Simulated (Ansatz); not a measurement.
# AlBH₈OSi₂: one species, many methods

An exercise on one series of results from a longer session: the logs are not shown, and one member is left open.

The runs use Ansatz 0.2.0, Gaussian basis; functionals in def2-TZVPP, the program's frozen cores in correlated methods.

Plan: LDA (SPW92), PBE-D4, revPBE-D4, BLYP-D4, r2SCAN-D4, B97M-V, PBE0-D4, B3LYP-D4, r2SCANh-D4, r2SCAN0-D4, HSE06-D4, BHLYP-D4, CAM-B3LYP-D4, LC-ωPBE, ωB97X-V, ωB97M-V, B2PLYP, PBE-QIDH; CCSD(T)/def2-SVP; CCSD(T)/def2-TZVPP; MP2/def2-QZVPP; extrapolation to the limit; RPA on PBE.

## Structure used throughout

All runs share one geometry, relaxed beforehand with PBE0-D4 in a triple-zeta def2 set.

13 atoms, charge 0, spin multiplicity 1.

Atoms are counted from 1 here; the program's logs count them from 0.

Bond lengths: Al1–O2 1.689 Å, Al1–H6 1.575 Å, Al1–H7 1.575 Å, O2–B3 1.332 Å, B3–Si4 2.034 Å, B3–H8 1.207 Å, Si4–Si5 2.344 Å, Si4–H9 1.494 Å, Si4–H10 1.491 Å, Si5–H11 1.488 Å, Si5–H12 1.490 Å, Si5–H13 1.489 Å. Angles: O2–Al1–H6 116.8°, O2–Al1–H7 116.8°, H6–Al1–H7 126.5°, Al1–O2–B3 177.5°, O2–B3–Si4 120.3°, O2–B3–H8 118.9°, Si4–B3–H8 120.7°, B3–Si4–Si5 108.2°, B3–Si4–H9 112.1°, B3–Si4–H10 112.8°, Si5–Si4–H9 107.4°, Si5–Si4–H10 107.8°, H9–Si4–H10 108.3°, Si4–Si5–H11 111.9°, Si4–Si5–H12 109.9°, Si4–Si5–H13 110.5°, H11–Si5–H12 108.2°, H11–Si5–H13 108.3° and more.

The first run:

in.yaml reads:

```yaml
crystal:
  periodic: [false, false, false]
  atoms:
    - {symbol: Al, position_ang: [-2.072720, -0.179385, 2.404058]}
    - {symbol: O, position_ang: [-1.233107, -0.811888, 1.082041]}
    - {symbol: B, position_ang: [-0.525714, -1.276097, 0.052928]}
    - {symbol: Si, position_ang: [1.325800, -0.530512, -0.339751]}
    - {symbol: Si, position_ang: [1.093700, 1.256570, -1.839066]}
    - {symbol: H, position_ang: [-1.911446, -0.936936, 3.775822]}
    - {symbol: H, position_ang: [-2.943828, 1.106535, 2.141845]}
    - {symbol: H, position_ang: [-1.022087, -2.107534, -0.668429]}
    - {symbol: H, position_ang: [1.989743, 0.001628, 0.888471]}
    - {symbol: H, position_ang: [2.233464, -1.535810, -0.964028]}
    - {symbol: H, position_ang: [2.407767, 1.863664, -2.185792]}
    - {symbol: H, position_ang: [0.236535, 2.315122, -1.235802]}
    - {symbol: H, position_ang: [0.442393, 0.800044, -3.097498]}
basis:
  gaussian: {orbitals: def2-TZVPP}
hamiltonian: {xc: lda}
output: {orbitals: {seedname: orbitals}}
```

Among the steps run: LDA; PBE-D4 (GGA); revPBE-D4 (GGA); BLYP-D4 (GGA); r2SCAN-D4 (meta-GGA); B97M-V (meta-GGA); PBE0-D4 (hybrid); B3LYP-D4 (hybrid); r2SCANh-D4 (hybrid); r2SCAN0-D4 (hybrid); HSE06-D4 (hybrid); BHLYP-D4 (hybrid); CAM-B3LYP-D4 (range-separated); LC-ωPBE (range-separated); ωB97X-V (range-separated); ωB97M-V (range-separated); B2PLYP (double hybrid); PBE-QIDH (double hybrid).

One table of the session follows, with a row left open; its other results are not shown here.

It belongs to the step «Frontier levels by functional». 

```
  functional  HOMO (eV)  LUMO (eV)  gap (eV)
 LDA (SPW92)          ?          ?         ?
      PBE-D4      -6.05      -2.21      3.83
   revPBE-D4      -6.00      -2.11      3.89
     BLYP-D4      -5.93      -2.07      3.86
   r2SCAN-D4      -6.27      -1.94      4.33
      B97M-V      -6.41      -2.13      4.28
     PBE0-D4      -7.19      -1.40      5.79
    B3LYP-D4      -7.00      -1.61      5.39
  r2SCANh-D4      -6.69      -1.61      5.08
  r2SCAN0-D4      -7.34      -1.18      6.16
    HSE06-D4      -6.79      -1.76      5.03
    BHLYP-D4      -8.26      -0.63      7.63
CAM-B3LYP-D4      -8.49      -0.48      8.00
     LC-ωPBE      -9.77       0.63     10.40
     ωB97X-V      -9.46       0.50      9.95
     ωB97M-V      -9.28       0.19      9.46
```

Estimate the missing values for LDA (SPW92).

The run gave: HOMO (eV): -6.15; LUMO (eV): -2.45; gap (eV): 3.70. In the column «HOMO (eV)» it lies between r2SCAN-D4 (-6.27) and PBE-D4 (-6.05).
